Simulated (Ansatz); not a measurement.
Write the native input for Ansatz 0.2.0 that does the following.

```yaml
Task: single point
Functional: PBE
Potentials_or_basis: Ansatz PAW
Cutoff: "420 eV (not typed: the program's choice for these potentials)"
k_mesh: 7 × 7 × 7
Occupations: fermi-dirac, width 0.05 eV
Spin: no spin polarisation
```

Crystal: BiPt3.

```xyz
4
Lattice="4.1865 0.0000 0.0000 0.0000 4.1865 0.0000 0.0000 0.0000 4.1865" Properties=species:S:1:pos:R:3 pbc="T T T"
Bi    0.0000    0.0000    0.0000
Pt    2.0932    2.0932    0.0000
Pt    2.0932    0.0000    2.0932
Pt    0.0000    2.0932    2.0932
```

The cell comes from a database or a generator and needn't be the stable form of this composition.

One way to write it, as run:

input.yaml

```yaml
crystal:
  lattice:
    - [4.186495, 0.0, 0.0]
    - [0.0, 4.186495, 0.0]
    - [0.0, 0.0, 4.186495]
  atoms:
    - { symbol: Bi, position: [0.0, 0.0, 0.0] }
    - { symbol: Pt, position: [0.5, 0.5, 0.0] }
    - { symbol: Pt, position: [0.5, 0.0, 0.5] }
    - { symbol: Pt, position: [0.0, 0.5, 0.5] }
hamiltonian:
  xc: pbe
  pseudopotentials: { kind: paw }
kpoints:
  mp_grid: { grid: [7, 7, 7] }
scf:
  occupations: { method: fermi_dirac, width: 0.05 }
output:
  forces: true
  stress: true
  eigenvalues: true
```

Potentials or basis: Ansatz PAW.

Command:

```sh
$ ansatz run input.yaml --threads 2 --pin off --max-ram 5120MiB --backend cpu --events-out ev --progress --plain --runs-dir out
```

It gave:

```yaml
Pressure: -1.2 GPa
Band_gap_on_the_k_mesh: none (metal or under the smearing width)
```

Caveat: spin-orbit coupling is left out, which moves the levels of the heavy elements.

Wall time 1.7 s on 2 threads of Arm Neoverse V1, with other jobs on the host, peak memory 0.37 GiB.
